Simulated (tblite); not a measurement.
# C4H7F3SeSi: the cost of one run

The runs use tblite 0.8.0 and PySCF 2.14.0, with density-fitted response routines of our own; the level of theory stands in each step. All values are computed, except where a source is named. Atoms count from 0, in the outputs and in this text.

### Step 1. Starting geometry

16 atoms, charge 0, multiplicity 1; geometry from: force field or distance geometry start.

Bonds of the start (Å): C0–C1 1.34, C1–C2 1.50, C2–F3 1.41, C2–F4 1.39, C2–C5 1.48, C5–Se6 1.94, Se6–Si7 2.29, Si7–F8 1.67, C0–H9 1.10, C0–H10 1.07, C1–H11 1.09, C5–H12 1.11, C5–H13 1.11, Si7–H14 1.46, Si7–H15 1.48.

### Step 2. Optimising the geometry with GFN2-xTB

What the job is given:

```
{"job": {"kind": "relax", "xc": "GFN2-xTB", "basis": "xTB"}, "charge": 0, "multiplicity": 1}
C     -3.173500    -0.372000    -0.463300
C     -1.846000    -0.406000    -0.621200
C     -1.051600     0.697800     0.022500
F     -1.726400     1.882700    -0.321500
F     -1.096800     0.547000     1.400400
C      0.344700     0.802700    -0.463000
Se     1.410900    -0.786900    -0.132000
Si     3.358500    -0.087200     0.846100
F      4.574300    -1.224300     0.711000
H     -3.610700     0.462700     0.106800
H     -3.817700    -1.121000    -0.879800
H     -1.372500    -1.219900    -1.162000
H      0.373900     1.088200    -1.530900
H      0.825800     1.633200     0.101200
H      3.052600     0.228900     2.239200
H      3.746800     1.150600     0.135200
```

Run with:

```console
$ OMP_NUM_THREADS=1 python probes_run.py task.json out
```

This one command runs all jobs of the session in turn.

Q: Estimate the wall time of this first job on 1 thread of Arm Neoverse V1, shared host.

About 1.1 s.
